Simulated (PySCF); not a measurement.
# NbCl5 (niobium pentachloride): levels of theory compared

Wanted: a comparison of 5 runs (BLYP/def2-SVP, PBE/def2-SVP, SVWN5/def2-SVP, revPBE/def2-SVP, CCSD(T)/def2-SVP) of NbCl5 (niobium pentachloride). Input form: a Python script.

The results are computed with PySCF 2.14.0.

## Step 1: The system as given

NbCl5 has 6 atoms, charge 0, and is taken as a singlet. As SMILES, `Cl[Nb](Cl)(Cl)(Cl)Cl`. Geometry: relaxed at PBE0-D4/def2-TZVP.

Bond lengths: Cl1–Nb2 2.261 Å, Nb2–Cl3 2.261 Å, Nb2–Cl4 2.261 Å, Nb2–Cl5 2.313 Å, Nb2–Cl6 2.313 Å. Angles: Cl1–Nb2–Cl3 120.0°, Cl1–Nb2–Cl4 120.0°, Cl1–Nb2–Cl5 90.0°, Cl1–Nb2–Cl6 90.0°, Cl3–Nb2–Cl4 120.0°, Cl3–Nb2–Cl5 90.0°, Cl3–Nb2–Cl6 90.0°, Cl4–Nb2–Cl5 90.0°, Cl4–Nb2–Cl6 90.0°, Cl5–Nb2–Cl6 180.0°.

## Step 2: The energy at BLYP/def2-SVP (core potential) (run 1)

File calc.py:

```python
from pyscf import gto, dft

mol = gto.M(
    atom=[
    ('Cl', (-2.176460, -0.168870, -0.589890)),
    ('Nb', (0.000020, -0.000000, 0.000010)),
    ('Cl', (1.219000, -1.867930, 0.371940)),
    ('Cl', (0.957660, 2.036860, 0.218010)),
    ('Cl', (0.608310, -0.047250, -2.231250)),
    ('Cl', (-0.608520, 0.047200, 2.231200)),
],
    verbose=3,
    ecp={'Nb': 'def2-svp'},
    basis='def2-svp',
    max_memory=1860,
)

calc0 = dft.RKS(mol, xc='blyp')
calc0.grids.level = 5
calc0.conv_tol = 1e-10
calc0.kernel()
if not calc0.converged:
    calc0 = calc0.newton().run(calc0.mo_coeff, calc0.mo_occ)

e_tot = calc0.e_tot
print('E = %.10f Eh' % e_tot)
```

Started as:

```sh
OMP_NUM_THREADS=1 python calc.py
```

Output:

```text
converged SCF energy = -2357.50222267942
E = -2357.5022226794 Eh
```

Run time: 94 s. Hardware: 1 thread of Intel Xeon at 2.50GHz (Skylake/Cascade Lake), shared host; peak memory 0.71 GiB.

## Step 3: A single-point energy at PBE/def2-SVP (core potential) (run 2)

File calc.py:

```python
from pyscf import gto, dft

molecule = gto.M(
    atom='''
Cl    -4.112913    -0.319118    -1.114731
Nb     0.000038     0.000000     0.000019
Cl     2.303576    -3.529876     0.702865
Cl     1.809715     3.849108     0.411979
Cl     1.149539    -0.089290    -4.216451
Cl    -1.149936     0.089195     4.216357
''',
    verbose=4,
    ecp={'Nb': 'def2-svp'},
    spin=0,
    basis='def2-svp',
    unit='bohr',
    max_memory=1860,
)

myscf = dft.RKS(molecule)
myscf.xc = 'pbe'
myscf.grids.level = 5
myscf.conv_tol = 1e-10
myscf.kernel()
if not myscf.converged:
    myscf = myscf.newton().run(myscf.mo_coeff, myscf.mo_occ)

e_final = myscf.e_tot
print('E = %.10f Eh' % e_final)
```

Started as:

```sh
OMP_NUM_THREADS=1 python calc.py
```

Output:

```text
PySCF version 2.14.0

[... 58 lines left out ...]
WARN: HOMO 0.120321601851969 == LUMO 0.120333561726506
[... 40 lines left out ...]
converged SCF energy = -2356.63670879507
E = -2356.6367087951 Eh
```

Run time: 87 s. Hardware: 1 thread of Intel Xeon at 2.50GHz (Skylake/Cascade Lake), shared host; peak memory 0.72 GiB.

Runs 3 to 4 aren't shown in full; the table further down has their settings and results.

## Step 4: A single-point energy at CCSD(T)/def2-SVP (core potential) (run 5)

File calc.py:

```python
# Cl[Nb](Cl)(Cl)(Cl)Cl
from pyscf import gto, cc

mol = gto.M(
    atom='''
Cl    -4.112913    -0.319118    -1.114731
Nb     0.000038     0.000000     0.000019
Cl     2.303576    -3.529876     0.702865
Cl     1.809715     3.849108     0.411979
Cl     1.149539    -0.089290    -4.216451
Cl    -1.149936     0.089195     4.216357
''',
    ecp={'Nb': 'def2-svp'},
    verbose=3,
    unit='bohr',
    max_memory=1860,
    basis='def2-svp',
    spin=0,
)

myscf = mol.RHF()
myscf.conv_tol = 1e-10
myscf.kernel()
if not myscf.converged:
    myscf = myscf.newton().run(myscf.mo_coeff, myscf.mo_occ)

mycc = cc.CCSD(myscf, frozen=25)
mycc.kernel()
e_t = mycc.ccsd_t()
e_final = mycc.e_tot + e_t
print(f'total energy: {e_final:.8f} hartree')
```

Started as:

```sh
OMP_NUM_THREADS=1 python calc.py
```

Output:

```text
converged SCF energy = -2353.38092103316
E(CCSD) = -2354.410567008534  E_corr = -1.02964597537868
CCSD(T) correction = -0.0454434778653794
total energy: -2354.45601049 hartree
```

Run time: 4.4 min. Hardware: 1 thread of Intel Xeon at 2.50GHz (Skylake/Cascade Lake), shared host; peak memory 1.2 GiB.

## Step 5: Overview of the runs

| run | level | integration grid | frozen core orbitals | energy (Eh) | dipole moment (D) of the reference | HOMO energy (eV) | LUMO energy (eV) | wall time |
| --- | --- | --- | --- | --- | --- | --- | --- | --- |
| 1 | BLYP/def2-SVP (core potential) | 5 | – | -2357.502223 | 0.00 | -7.49 | -4.55 | 94 s |
| 2 | PBE/def2-SVP (core potential) | 5 | – | -2356.636709 | 0.00 | -7.76 | -4.79 | 87 s |
| 3 | SVWN5/def2-SVP (core potential) | 5 | – | -2350.057289 | 0.00 | -7.85 | -4.89 | 46 s |
| 4 | revPBE/def2-SVP (core potential) | 5 | – | -2357.168922 | 0.00 | -7.75 | -4.77 | 99 s |
| 5 | CCSD(T)/def2-SVP (core potential) | – | 25 | -2354.456010 | 0.00 | -12.44 | -1.15 | 4.4 min |

## Step 6: Outcome

| quantity | value |
| --- | --- |
| run 5: total energy | -2354.45601 Eh |
| run 5: dipole moment (Hartree–Fock density) | 0.00 D |
| run 5: HOMO energy (Hartree–Fock orbitals) | -12.44 eV |
| run 5: LUMO energy (Hartree–Fock orbitals) | -1.15 eV |
| run 5: HOMO–LUMO gap (Hartree–Fock orbitals) | 11.29 eV |
| run 5: correlation energy (25 core orbitals frozen) | -1075.1 mEh |
| run 5: (T) correction | -45.44 mEh |
| run 5: T1 diagnostic | 0.021 |

**Reading.** Over runs 1, 2, 3, 4 the HOMO–LUMO gap runs from 2.94 eV (BLYP/def2-SVP) to 2.98 eV (revPBE/def2-SVP). Totals of different functionals can't be ranked against each other. All runs together took 9.8 min, the longest 4.4 min.
